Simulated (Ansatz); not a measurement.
Ge, space group Cmmm, a band structure

Run with Ansatz 0.2.0 through its Python package.

The script reads `ge.extxyz`:
```text
1
Lattice="1.397149 -2.600516 0.0 1.397149 2.600516 0.0 0.0 0.0 2.698231" Properties=species:S:1:pos:R:3 pbc="T T T"
Ge    1.39714900    0.00000000    0.00000000
```

`bands.py`
```python
# -*- coding: utf-8 -*-
"""Bands of Ge along a path through the zone."""

import warnings

import ansatz as az
import matplotlib.pyplot as plt
import numpy as np

warnings.simplefilter("ignore", az.DeckWarning)

crystal = az.Crystal.from_extxyz("ge.extxyz")

# vertices of the path, as fractions of the reciprocal vectors
path = [
    ("G", (0.0, 0.0, 0.0)),
    ("S", (0.0, 0.5, 0.0)),
    ("R", (0.0, 0.5, 0.5)),
    ("Z", (0.0, 0.0, 0.5)),
    ("T", (-0.5, 0.5, 0.5)),
]
calc = (
    crystal.calculation()
    .functional("pbesol")
    .basis(470)
    .kpoints(13, 13, 12)
    .occupations(az.OccupationsMethod.FERMI_DIRAC)
    .scf(tolerance=1e-10)
    .band_structure([point for _, point in path], intervals=4)
    .scf(extra_bands=8)
    .band_table()
)
planned = calc.session().plan(threads=1)
facts = planned.describe()
print("plan:", facts["n_bands"], "bands,", len(facts["kpoints_frac"]), "k-points, plane waves", facts["n_pw_range"], "grid", facts["fft_dense"])
out = planned.execute()
data = out.report

n_atoms = len(data["lattice"]["sites"])
print("F =", round(data["free_energy_ev"], 4), "eV for", n_atoms, "atoms")
print("E(sigma -> 0) =", round(data["energy_sigma0_ev"], 4), "eV, TS =", round(data["entropy_ts_ev"], 5), "eV")
print("closed by", data["closed_by"], "after", data["n_iterations"], "iterations")

gap = None if "band_edges_ev" not in data else data["band_edges_ev"][1] - data["band_edges_ev"][0]
print("gap on the k mesh:", "withheld (metal, or smearing too wide to tell)" if gap is None else f"{gap:.3f} eV")
print("lowest empty less highest filled band, by band count:", round(data["gap_by_band_count_ev"], 3), "eV")

bands = out.band_structure()
fermi = bands.fermi_energy_ev
print(f"zero of the bands: {fermi:.3f} eV, the Fermi level found on the SCF mesh")
reciprocal = 2 * np.pi * np.linalg.inv(out.lattice.cell_ang).T
steps = np.linalg.norm(np.diff(bands.kpoints_frac @ reciprocal, axis=0), axis=1)
distance = np.concatenate([[0], np.cumsum(steps)])
fig, ax = plt.subplots(figsize=(5, 4))
for channel, colour in zip(bands.channels, ("C0", "C3")):
    ax.plot(distance, channel.eigenvalues_ev - fermi, colour, lw=1)
ax.set_xticks(distance[::4], [label for label, _ in path])
ax.set(ylim=(-4, 4), ylabel="E - E_F (eV)", xlim=(0, distance[-1]))
ax.grid(axis="x")
fig.savefig("bands.png", dpi=100)
first = bands.channels[0].eigenvalues_ev - fermi
near = np.argsort(np.abs(first.mean(axis=0)))[:4]
for band in sorted(near):
    print(f"band {band + 1}: {first[:, band].min():.3f} to {first[:, band].max():.3f} eV")
```

```console
$ python bands.py
plan: 15 bands, 343 k-points, plane waves [439, 467] grid [24, 24, 20]
F = -4253.3021 eV for 1 atoms
E(sigma -> 0) = -4253.2955 eV, TS = 0.01329 eV
closed by deck_thresholds after 7 iterations
gap on the k mesh: withheld (metal, or smearing too wide to tell)
lowest empty less highest filled band, by band count: -9.234 eV
zero of the bands: 10.229 eV, the Fermi level found on the SCF mesh
band 6: -12.872 to -3.654 eV
band 7: -5.698 to 6.646 eV
band 8: -2.248 to 9.950 eV
band 9: 3.214 to 11.448 eV
```

Caveats:
- Total energies depend on the potentials; only differences at equal settings carry meaning. A total without «per atom» is that of the cell as typed.
- A gap by band count of zero or less means overlapping bands, a metal.
- This isn't the structure that Ge takes at ambient conditions.
- Levels are Kohn-Sham eigenvalues on this mesh, without spin-orbit coupling.
- Wall time of the script: 7.3 s on 1 thread of Intel(R) Xeon(R) Processor @ 2.30GHz (shared host), peak memory 0.59 GiB.
